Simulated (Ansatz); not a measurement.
# La3Tl: the cost of one run

Computed with Ansatz 0.2.0 (reference: DFT r2SCAN, plane waves, PAW, scalar-relativistic, no spin polarisation, unless a step's input says otherwise).

1 further run of the same task is left out (it didn't finish).

## (1) Starting point

The structure is cubic, space group Pm-3m (No. 221). Conventional cell: a = 5.128 Å, b = 5.128 Å, c = 5.128 Å, α = 90.00°, β = 90.00°, γ = 90.00°. Tl (site symmetry m-3m) is surrounded by 12 La at 3.63 Å. Around La (site symmetry 4/mmm) lie 4 Tl at 3.63 Å and 8 La at 3.63 Å.

Coordinates:

```cif
data_structure
_symmetry_space_group_name_H-M 'P 1'
_symmetry_Int_Tables_number 1
_cell_length_a 5.1278
_cell_length_b 5.1278
_cell_length_c 5.1278
_cell_angle_alpha 90.000
_cell_angle_beta 90.000
_cell_angle_gamma 90.000
_cell_volume 134.83
loop_
_atom_site_label
_atom_site_type_symbol
_atom_site_fract_x
_atom_site_fract_y
_atom_site_fract_z
_atom_site_occupancy
Tl1 Tl 0.00000 0.00000 0.00000 1
La1 La 0.00000 0.50000 0.50000 1
La2 La 0.50000 0.00000 0.50000 1
La3 La 0.50000 0.50000 0.00000 1
```

## (2) Reference

The input, input.yaml:

```yaml
crystal:
  lattice:
    - [5.127787, 0.0, 0.0]
    - [0.0, 5.127787, 0.0]
    - [0.0, 0.0, 5.127787]
  atoms:
    - { symbol: Tl, position: [0.0, 0.0, 0.0] }
    - { symbol: La, position: [0.0, 0.5, 0.5] }
    - { symbol: La, position: [0.5, 0.0, 0.5] }
    - { symbol: La, position: [0.5, 0.5, 0.0] }
  symmetry: { tolerance: 0.0003 }
kpoints:
  mp_grid: { grid: [4, 4, 4], shift: [0, 0, 0] }
magnetization:
  spin_polarized: false
scf:
  occupations: { method: fermi_dirac }
hamiltonian:
  pseudopotentials: { kind: paw }
  xc: r2scan
basis:
  ecutwfc: 500
output:
  forces: true
  stress: true
  eigenvalues: true
  write_density: true
  write_potential: true
  elf: true
  volumetric_format: npy
relax:
  max_steps: 40
  cell: {}
```

Run with:

```bash
$ ansatz run input.yaml --threads 1 --pin off --max-ram 2560MiB --backend cpu --events-out ev --progress --plain --runs-dir out
```

Q: Estimate wall time and peak memory on 1 thread of Arm Neoverse V1, shared host.

About 28 s, with a peak of 0.68 GiB.
